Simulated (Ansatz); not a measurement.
# CH9NOSi2: small, medium and large basis sets

An exercise on one series of results from a longer session: the logs are not shown, and one member is left open.

Computed with Ansatz 0.2.0, Gaussian basis. Level: one geometry, several basis sets.

The runs, in order: PBE0-D4/def2-SVP; ωB97M-V/def2-SVP; PBE0-D4/def2-QZVPP; ωB97M-V/def2-QZVPP; the functionals' def2-TZVPP values are taken from earlier runs.

### The relaxed structure

An earlier PBE0-D4 in a triple-zeta def2 set relaxation fixed the geometry.

14 atoms, charge 0, spin multiplicity 1.

Atoms are counted from 1 here; the program's logs count them from 0.

Bond lengths: C1–Si2 1.870 Å, C1–H6 1.093 Å, C1–H7 1.092 Å, C1–H8 1.094 Å, Si2–N3 1.748 Å, Si2–Si4 2.350 Å, Si2–H9 1.497 Å, N3–H10 1.010 Å, N3–H11 1.010 Å, Si4–O5 1.658 Å, Si4–H12 1.493 Å, Si4–H13 1.489 Å, O5–H14 0.965 Å. Angles: Si2–C1–H6 110.4°, Si2–C1–H7 111.0°, Si2–C1–H8 111.1°, H6–C1–H7 108.1°, H6–C1–H8 107.7°, H7–C1–H8 108.4°, C1–Si2–N3 106.9°, C1–Si2–Si4 112.4°, C1–Si2–H9 108.6°, N3–Si2–Si4 100.4°, N3–Si2–H9 114.1°, Si4–Si2–H9 114.1°, Si2–N3–H10 118.1°, Si2–N3–H11 117.7°, H10–N3–H11 109.1°, Si2–Si4–O5 102.8°, Si2–Si4–H12 113.3°, Si2–Si4–H13 114.0° and more.

Set-up of the first run:

in.yaml reads:

```yaml
crystal:
  periodic: [false, false, false]
  atoms:
    - {symbol: C, position_ang: [-1.404806, -0.304305, 1.299631]}
    - {symbol: Si, position_ang: [0.314366, 0.124179, 0.701995]}
    - {symbol: N, position_ang: [1.036091, -1.358477, 0.123462]}
    - {symbol: Si, position_ang: [0.283632, 1.384928, -1.281401]}
    - {symbol: O, position_ang: [0.166514, 0.220444, -2.455975]}
    - {symbol: H, position_ang: [-1.921962, 0.593295, 1.646658]}
    - {symbol: H, position_ang: [-1.998229, -0.747959, 0.496950]}
    - {symbol: H, position_ang: [-1.367954, -1.010910, 2.133444]}
    - {symbol: H, position_ang: [1.064297, 0.770125, 1.824827]}
    - {symbol: H, position_ang: [2.017191, -1.348249, -0.116214]}
    - {symbol: H, position_ang: [0.826655, -2.209480, 0.625585]}
    - {symbol: H, position_ang: [1.513589, 2.207234, -1.478398]}
    - {symbol: H, position_ang: [-0.878325, 2.309825, -1.392456]}
    - {symbol: H, position_ang: [0.336043, -0.659851, -2.099310]}
basis:
  gaussian: {orbitals: def2-SVP}
hamiltonian: {xc: pbe0, dispersion: d4}
output: {orbitals: {seedname: orbitals}}
```

Launch:

```
ansatz run in.yaml --threads 4 --pin off --events-out ev --progress --plain --max-ram 10444MiB
```

Among the steps run: PBE0-D4 in def2-SVP; ωB97M-V in def2-SVP; PBE0-D4 in def2-QZVPP; ωB97M-V in def2-QZVPP.

One table of the session follows, with a row left open; its other results are not shown here.

```
functional       basis  HOMO (eV)  LUMO (eV)
   PBE0-D4    def2-SVP      -7.13       0.24
   PBE0-D4  def2-TZVPP      -7.24      -0.26
   PBE0-D4  def2-QZVPP      -7.27      -0.41
   ωB97M-V    def2-SVP      -9.22       2.06
   ωB97M-V  def2-TZVPP          ?          ?
   ωB97M-V  def2-QZVPP      -9.38       1.04
```

**Question.** Estimate the row for ωB97M-V, def2-TZVPP.

As computed: HOMO (eV): -9.36; LUMO (eV): 1.35. In the column «HOMO (eV)» it lies between ωB97M-V, def2-QZVPP (-9.38) and ωB97M-V, def2-SVP (-9.22).
